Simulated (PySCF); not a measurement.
# A workflow on GeH4S (SMILES [SH][GeH3])

Aim: a transition-state search (HF/def2-mTZVPP), then vibrational wavenumbers, then a single-point energy, then the energy (M06/6-31G), then the energy of GeH4S. 

The calculation is run with PySCF 2.14.0.

## 1. The system as given

GeH4S has 6 atoms, charge 0, and is taken as a singlet. SMILES: `[SH][GeH3]`. The run starts from this shape.

Bond lengths: S1–Ge2 2.224 Å, S1–H3 1.343 Å, Ge2–H4 1.536 Å, Ge2–H5 1.536 Å, Ge2–H6 1.533 Å. Angles: S1–Ge2–H4 110.4°, S1–Ge2–H5 110.4°, S1–Ge2–H6 104.8°, Ge2–S1–H3 94.6°, H4–Ge2–H5 109.8°, H4–Ge2–H6 110.6°, H5–Ge2–H6 110.6°.

## 2. A saddle-point search at HF/def2-mTZVPP (density fitting) (run 1)

The input, job.py:

```python
# [SH][GeH3]
from pyscf import gto
from pyscf import df
from pyscf.geomopt.geometric_solver import kernel as optimise

system = gto.Mole()
system.atom = '''
S      0.843400    -1.117400     1.012200
Ge    -0.180000     0.501500    -0.118600
H      1.725308    -1.388734     0.036476
H     -1.667600     0.166300    -0.305900
H      0.485600     0.702400    -1.488700
H     -0.013600     1.752500     0.751000
'''
system.max_memory = 1860
system.basis = 'def2-mtzvpp'
system.verbose = 3
system.build()

mf = system.RHF()
mf = mf.density_fit(auxbasis=df.aug_etb(system, beta=2.0))
converged, mol_eq = optimise(mf, maxsteps=60, transition=True, hessian=True)
print('converged:', converged)
print(mol_eq.tostring())

mf.reset(mol_eq)
system = mol_eq
mf.kernel()
e_tot = mf.e_tot
print('Final energy', e_tot)
```

Command:

```
OMP_NUM_THREADS=1 python job.py
```

Standard output:

```text
converged SCF energy = -2475.24402344101

[... 34 lines left out ...]
> Convergence Criteria:
[... 18 lines left out ...]
WARN: Mole.unit (angstrom) is changed to Bohr
[... 19 lines left out ...]
No Imaginary Frequencies
[... 2 lines left out ...]
Zero-point vibrational energy:                                   21.6214 kcal/mol
[... 8 lines left out ...]
Step    0 : Gradient = 7.518e-03/1.229e-02 (rms/max) Energy = -2475.2440234410
[... 36 lines left out ...]
converged SCF energy = -2475.24480289941
[... 47 lines left out ...]
converged SCF energy = -2475.24496979044
[... 37 lines left out ...]
Converged! =D
[... 1 line left out ...]
converged: True
S           0.86452797       -1.13333338        0.99805827
Ge         -0.18095167        0.52462353       -0.10516896
H           1.76396597       -1.38803218        0.05032355
H          -1.64617561        0.14063939       -0.30370984
H           0.51567244        0.70611672       -1.45202602
H          -0.09227917        1.80446956        0.72421197
converged SCF energy = -2475.24496978999
Final energy -2475.2449697899883
```

Run time: 74 s. Hardware: 1 thread of Arm Neoverse N1, shared host; peak memory 0.72 GiB.

Step by step:

```
step  energy from the first frame kept (eV)  largest force (eV/Å)
   0                                 0.0000                0.6318
   1                                -0.0115                0.4318
   2                                -0.0212                0.2151
   3                                -0.0257                0.0092
   4                                -0.0258                0.0004
   5                                -0.0258                0.0001
```

After the run. Bond lengths: S1–Ge2 2.249 Å, S1–H3 1.331 Å, Ge2–H4 1.528 Å, Ge2–H5 1.527 Å, Ge2–H6 1.528 Å. Angles: S1–Ge2–H4 108.9°, S1–Ge2–H5 107.9°, S1–Ge2–H6 108.9°, Ge2–S1–H3 96.1°, H4–Ge2–H5 110.7°, H4–Ge2–H6 109.7°, H5–Ge2–H6 110.7°.

## 3. The harmonic vibrations at HF/def2-mTZVPP (density fitting) (run 2)

The input, run.py:

```python
from pyscf import gto, symm
from pyscf import df
from pyscf.hessian import thermo

molecule = gto.M(
    atom='''
S    0.725456  -1.161305   0.783096
Ge  -0.320024   0.496652  -0.320131
H    1.624894  -1.416004  -0.164638
H   -1.785245   0.112670  -0.518670
H    0.376600   0.678145  -1.666988
H   -0.231348   1.776501   0.509252
''',
    max_memory=1860,
    verbose=3,
    charge=0,
    spin=0,
    basis='def2-mtzvpp',
)

mf = molecule.RHF()
mf = mf.density_fit(auxbasis=df.aug_etb(molecule, beta=2.0))
mf.kernel()

etot = mf.e_tot
print('E(%s) = %.9f' % ('HF', etot))
hess = mf.Hessian().kernel()
modes = thermo.harmonic_analysis(molecule, hess)
thermo.dump_normal_mode(molecule, modes)
symm.geom.TOLERANCE = 1e-3  # for the symmetry number
th = thermo.thermo(mf, modes['freq_au'], 350, 101325)
thermo.dump_thermo(molecule, th)
```

Command:

```
OMP_NUM_THREADS=1 python run.py
```

Standard output:

```text
converged SCF energy = -2475.24496978998
[... 67 lines left out ...]
Gibbs free energy [Eh] -2475.24276
```

Wall time 57 s (1 thread of Arm Neoverse N1, shared host); peak memory 0.7 GiB.

## 4. The energy at HF/def2-mTZVPP (density fitting) (run 4)

The input, input.py:

```python
from pyscf import gto
from pyscf import df

mol = gto.Mole()
mol.atom = '''
S    0.843400  -1.117400   1.012200
Ge  -0.180000   0.501500  -0.118600
H    0.574500  -2.069200   0.103800
H   -1.667600   0.166300  -0.305900
H    0.485600   0.702400  -1.488700
H   -0.013600   1.752500   0.751000
'''
mol.charge = 0
mol.spin = 0
mol.verbose = 3
mol.max_memory = 1860
mol.basis = 'def2-mtzvpp'
mol.build()

mf = mol.RHF()
mf = mf.density_fit(auxbasis=df.aug_etb(mol, beta=2.0))
mf.kernel()

energy = mf.e_tot
print(f'total energy: {energy:.8f} hartree')
```

Command:

```
OMP_NUM_THREADS=1 python input.py
```

Standard output:

```text
converged SCF energy = -2475.24574667828
total energy: -2475.24574668 hartree
```

It took 2.1 s on 1 thread of Arm Neoverse N1, shared host; peak memory 0.15 GiB.

## 5. The energy at M06/6-31G (C-PCM pyridine) (run 5)

The input, input.py:

```python
from pyscf import gto, dft, solvent

mol = gto.M(
    atom=[
    ('S', (0.864528, -1.133333, 0.998058)),
    ('Ge', (-0.180952, 0.524624, -0.105169)),
    ('H', (1.763966, -1.388032, 0.050324)),
    ('H', (-1.646176, 0.140639, -0.303710)),
    ('H', (0.515672, 0.706117, -1.452026)),
    ('H', (-0.092279, 1.804470, 0.724212)),
],
    verbose=3,
    spin=0,
    basis='6-31g',
    max_memory=1860,
)

calc0 = dft.RKS(mol)
calc0.xc = 'm06'
calc0 = calc0.PCM()
calc0.with_solvent.method = 'C-PCM'
calc0.with_solvent.eps = 12.978  # pyridine
calc0.kernel()

e_tot = calc0.e_tot
print('Final energy', e_tot)
dip = calc0.dip_moment()
pop, q = calc0.mulliken_pop()
```

Command:

```
OMP_NUM_THREADS=1 python input.py
```

Standard output:

```text
WARN: PCM is an experimental feature. It is still in testing.
Features and APIs may be changed in the future.

converged SCF energy = -2477.15333062821
Final energy -2477.1533306282054
Dipole moment(X, Y, Z, Debye): -0.00350,  1.56552, -2.52870
 ** Mulliken pop  **
pop of  0 S 1s            1.99968
pop of  0 S 2s            1.99722
pop of  0 S 3s            1.36421
pop of  0 S 4s            0.57000
pop of  0 S 2px           1.98927
pop of  0 S 2py           1.98969
pop of  0 S 2pz           1.98927
pop of  0 S 3px           1.02114
pop of  0 S 3py           1.06058
pop of  0 S 3pz           1.02499
pop of  0 S 4px           0.41463
pop of  0 S 4py           0.52516
pop of  0 S 4pz           0.44735
pop of  1 Ge 1s           1.99997
pop of  1 Ge 2s           1.99966
pop of  1 Ge 3s           1.99943
pop of  1 Ge 4s           1.32129
pop of  1 Ge 5s           0.06052
pop of  1 Ge 2px          1.99978
pop of  1 Ge 2py          1.99977
pop of  1 Ge 2pz          1.99978
pop of  1 Ge 3px          1.99622
pop of  1 Ge 3py          1.99585
pop of  1 Ge 3pz          1.99617
pop of  1 Ge 4px          0.75710
pop of  1 Ge 4py          0.69050
pop of  1 Ge 4pz          0.73998
pop of  1 Ge 5px          0.03305
pop of  1 Ge 5py          0.00546
pop of  1 Ge 5pz          0.02051
pop of  1 Ge 3dxy         1.37467
pop of  1 Ge 3dyz         1.37331
pop of  1 Ge 3dz^2        1.37397
pop of  1 Ge 3dxz         1.37442
pop of  1 Ge 3dx2-y2      1.37409
pop of  1 Ge 4dxy         0.62263
pop of  1 Ge 4dyz         0.62229
pop of  1 Ge 4dz^2        0.62244
pop of  1 Ge 4dxz         0.62231
pop of  1 Ge 4dx2-y2      0.62224
pop of  2 H 1s            0.50889
pop of  2 H 2s            0.36170
pop of  3 H 1s            0.49630
pop of  3 H 2s            0.55189
pop of  4 H 1s            0.49484
pop of  4 H 2s            0.54762
pop of  5 H 1s            0.49630
pop of  5 H 2s            0.55187
 ** Mulliken atomic charges  **
charge of    0S =     -0.39317
charge of    1Ge =      0.40258
charge of    2H =      0.12941
charge of    3H =     -0.04819
charge of    4H =     -0.04246
charge of    5H =     -0.04817
```

Run time: 18 s. Hardware: 1 thread of Arm Neoverse N1, shared host; peak memory 0.32 GiB.

## 6. The energy at M06/6-31G (C-PCM pyridine) (run 6)

The input, input.py:

```python
from pyscf import gto, dft, solvent

molecule = gto.M(
    atom=[
    ('S', (0.843400, -1.117400, 1.012200)),
    ('Ge', (-0.180000, 0.501500, -0.118600)),
    ('H', (0.574500, -2.069200, 0.103800)),
    ('H', (-1.667600, 0.166300, -0.305900)),
    ('H', (0.485600, 0.702400, -1.488700)),
    ('H', (-0.013600, 1.752500, 0.751000)),
],
    basis='6-31g',
    max_memory=1860,
    verbose=3,
)

calc0 = dft.RKS(molecule, xc='m06')
calc0 = calc0.PCM()
calc0.with_solvent.method = 'C-PCM'
calc0.with_solvent.eps = 12.978  # pyridine
calc0.kernel()

e_final = calc0.e_tot
print('E(%s) = %.9f' % ('M06', e_final))
dip = calc0.dip_moment()
pop, q = calc0.mulliken_pop()
```

Command:

```
OMP_NUM_THREADS=1 python input.py
```

Standard output:

```text
WARN: PCM is an experimental feature. It is still in testing.
Features and APIs may be changed in the future.

converged SCF energy = -2477.15354819466
E(M06) = -2477.153548195
Dipole moment(X, Y, Z, Debye): -1.44174,  0.54549, -2.36315
 ** Mulliken pop  **
pop of  0 S 1s            1.99968
pop of  0 S 2s            1.99726
pop of  0 S 3s            1.36744
pop of  0 S 4s            0.56781
pop of  0 S 2px           1.99071
pop of  0 S 2py           1.98813
pop of  0 S 2pz           1.98935
pop of  0 S 3px           1.15471
pop of  0 S 3py           0.91832
pop of  0 S 3pz           1.03324
pop of  0 S 4px           0.65176
pop of  0 S 4py           0.25344
pop of  0 S 4pz           0.46206
pop of  1 Ge 1s           1.99997
pop of  1 Ge 2s           1.99966
pop of  1 Ge 3s           1.99943
pop of  1 Ge 4s           1.32093
pop of  1 Ge 5s           0.06370
pop of  1 Ge 2px          1.99978
pop of  1 Ge 2py          1.99977
pop of  1 Ge 2pz          1.99978
pop of  1 Ge 3px          1.99621
pop of  1 Ge 3py          1.99582
pop of  1 Ge 3pz          1.99619
pop of  1 Ge 4px          0.74962
pop of  1 Ge 4py          0.68861
pop of  1 Ge 4pz          0.75027
pop of  1 Ge 5px          0.03256
pop of  1 Ge 5py          0.00458
pop of  1 Ge 5pz          0.02354
pop of  1 Ge 3dxy         1.37502
pop of  1 Ge 3dyz         1.37339
pop of  1 Ge 3dz^2        1.37439
pop of  1 Ge 3dxz         1.37455
pop of  1 Ge 3dx2-y2      1.37327
pop of  1 Ge 4dxy         0.62272
pop of  1 Ge 4dyz         0.62233
pop of  1 Ge 4dz^2        0.62238
pop of  1 Ge 4dxz         0.62230
pop of  1 Ge 4dx2-y2      0.62238
pop of  2 H 1s            0.50434
pop of  2 H 2s            0.36930
pop of  3 H 1s            0.49318
pop of  3 H 2s            0.55926
pop of  4 H 1s            0.49317
pop of  4 H 2s            0.55937
pop of  5 H 1s            0.49387
pop of  5 H 2s            0.55046
 ** Mulliken atomic charges  **
charge of    0S =     -0.37391
charge of    1Ge =      0.39686
charge of    2H =      0.12636
charge of    3H =     -0.05244
charge of    4H =     -0.05254
charge of    5H =     -0.04433
```

Wall time 18 s (1 thread of Arm Neoverse N1, shared host); peak memory 0.32 GiB.

## 7. Results

| quantity | value |
| --- | --- |
| run 1, HF/def2-mTZVPP: total energy at the end | -2475.24497 Eh |
| run 1, HF/def2-mTZVPP: dipole moment | 1.62 D |
| run 1, HF/def2-mTZVPP: HOMO energy | -10.04 eV |
| run 1, HF/def2-mTZVPP: LUMO energy | 3.24 eV |
| run 1, HF/def2-mTZVPP: HOMO–LUMO gap | 13.29 eV |
| run 2, HF/def2-mTZVPP: lowest harmonic wavenumber | 165i cm⁻¹ (imaginary) |
| run 2, HF/def2-mTZVPP: highest harmonic wavenumber | 2865 cm⁻¹ |
| run 4, HF/def2-mTZVPP: total energy | -2475.24575 Eh |
| run 4, HF/def2-mTZVPP: dipole moment | 1.53 D |
| run 4, HF/def2-mTZVPP: HOMO energy | -10.09 eV |
| run 4, HF/def2-mTZVPP: LUMO energy | 3.31 eV |
| run 4, HF/def2-mTZVPP: HOMO–LUMO gap | 13.40 eV |
| run 5, M06/6-31G: total energy | -2477.15333 Eh |
| run 5, M06/6-31G: dipole moment | 2.97 D |
| run 5, M06/6-31G: HOMO energy | -7.19 eV |
| run 5, M06/6-31G: LUMO energy | -0.23 eV |
| run 5, M06/6-31G: HOMO–LUMO gap | 6.95 eV |
| run 5, M06/6-31G: solvent term in the energy | -18.6 kJ/mol |
| run 6, M06/6-31G: total energy | -2477.15355 Eh |
| run 6, M06/6-31G: dipole moment | 2.82 D |
| run 6, M06/6-31G: HOMO energy | -7.22 eV |
| run 6, M06/6-31G: LUMO energy | -0.16 eV |
| run 6, M06/6-31G: HOMO–LUMO gap | 7.06 eV |
| run 6, M06/6-31G: solvent term in the energy | -17.7 kJ/mol |

What this shows: 1 mode is imaginary (lowest 165i cm⁻¹): a first-order saddle point. Mulliken charges (run 2, HF/def2-mTZVPP) run from -0.53 on S1 to +0.68 on Ge2.
